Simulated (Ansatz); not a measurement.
**BGePH (quartet): the correlation ladder at a displaced geometry (v2), cc-pVDZ**

One table from this session's results is given with a row withheld; the runs are named, their logs left out.

Computed with Ansatz 0.2.0, Gaussian basis. Level: cc-pVDZ, core rule «outside noble gas», up to 20 orbitals frozen.

The runs, in order: UHF; CCSD(T) on ROHF; CCSD(T) on UHF; BCCD(T) on ROHF; CISD; CCSDT(Q) on ROHF; CCSDT(Q) on UHF.

25 further runs of the same task are left out: 16 that didn't finish, 9 set aside as unsound or not needed.

## The system

The geometry is a PBE0/def2-TZVP stationary point (not a proven minimum) with its atoms shifted at random (size 0.100 Å). No spin-orbit coupling is included. The filled d shell of Ge may be among the frozen orbitals whatever the setting's name suggests; the logs give the count.

4 atoms, charge 0, spin multiplicity 4.

Atoms are counted from 1 here; the program's logs count them from 0.

Bond lengths: Ge1–B2 1.954 Å, B2–P3 1.924 Å, P3–H4 1.372 Å. Angles: Ge1–B2–P3 171.0°, B2–P3–H4 92.5°.

The first run:

The input, in.yaml:

```yaml
crystal:
  periodic: [false, false, false]
  atoms:
    - {symbol: Ge, position_ang: [0.064571, -0.287619, 2.459310]}
    - {symbol: B, position_ang: [-0.100319, -0.256484, 0.512761]}
    - {symbol: P, position_ang: [-0.023681, -0.407824, -1.403627]}
    - {symbol: H, position_ang: [0.059429, 0.951927, -1.568444]}
basis:
  gaussian: {orbitals: cc-pVDZ}
magnetization: {spin_polarized: true, initial_magnetization: 3}
hamiltonian: {xc: hf}
output: {orbitals: {seedname: orbitals}}
```

Run with:

```sh
$ ansatz run in.yaml --threads 1 --pin off --events-out ev --progress --plain --max-ram 2393MiB
```

Steps of the session up to this table: UHF; CCSD(T) on ROHF; CCSD(T) on UHF; BCCD(T) on ROHF; CISD; CCSDT(Q) on ROHF; CCSDT(Q) on UHF.

One of the session's tables, all rows but one given; the rest of the session is left out.

```
   method  from UCCSDT(Q) (kJ/mol)
     ROHF                   +735.3
      UHF                   +715.5
     RMP2                   +145.7
     UMP2                   +148.8
     CISD                   +107.7
    RCCSD                    +35.0
    UCCSD                    +34.1
 RCCSD(T)                     +7.2
 UCCSD(T)                     +7.0
  BCCD(T)                     +7.2
   RCCSDT                        ?
   UCCSDT                     +2.0
RCCSDT(Q)                     +0.4
UCCSDT(Q)                        0
```

Q: Estimate the row for RCCSDT from the others.

The run gave: from UCCSDT(Q) (kJ/mol): +2.3. In the column «from UCCSDT(Q) (kJ/mol)» it lies between UCCSDT (+2.0) and UCCSD(T) (+7.0).

To keep in mind: Restricted and unrestricted rows rest on different reference determinants; where their highest levels disagree by more than a few hundredths of an eV, they describe different states and don't form one ladder.
